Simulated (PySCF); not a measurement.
# C5H6F2: the cost of one run

Programs: PySCF 2.14.0, with density-fitted response routines of our own. Each step states its level of theory. These are calculated values for one molecule in the gas phase, unless marked as measured. Atoms are numbered from 0 throughout.

**1. The starting structure**

13 atoms, charge 0, multiplicity 1; geometry from: GFN2-xTB. The atoms were then displaced at random by about 0.01 Å, so the start is not that level's minimum.

Bonds of the start (Å): F0–C1 1.35, C1–C2 1.33, C2–C3 1.47, C3–C4 1.57, C4–F5 1.37, C4–C6 1.54, C6–C2 1.48, C1–H7 1.09, C3–H8 1.09, C3–H9 1.10, C4–H10 1.10, C6–H11 1.08, C6–H12 1.08.

**2. Geometry optimisation at PBE0-D3(BJ)/def2-SVP**

What the job is given:

```
{"job": {"xc": "PBE0", "basis": "def2-SVP", "d3": "d3bj", "grid": 1, "shake": 0.01, "kind": "geom"}, "charge": 0, "multiplicity": 1}
F      2.636350     0.588990     1.172810
C      1.963500    -0.142460     0.254620
C      0.653140    -0.027200     0.048330
C     -0.383310     0.814820     0.666890
C     -1.440170    -0.051370    -0.105380
F     -2.291170     0.671330    -0.904470
C     -0.281240    -0.749740    -0.842260
H      2.647690    -0.811040    -0.263960
H     -0.409260     1.852180     0.347460
H     -0.488990     0.794670     1.766050
H     -2.071520    -0.697360     0.530940
H     -0.223570    -0.435520    -1.877750
H     -0.305620    -1.824170    -0.803590
```

Started as:

```sh
OMP_NUM_THREADS=1 python probes_run.py task.json out
```

One launch serves the whole session: the jobs run in the order shown.

**Question.** How long does this first job take on 1 thread of Arm Neoverse V1, shared host, and how much memory does it need?

About 1.8 min, with a peak of 0.5 GiB.
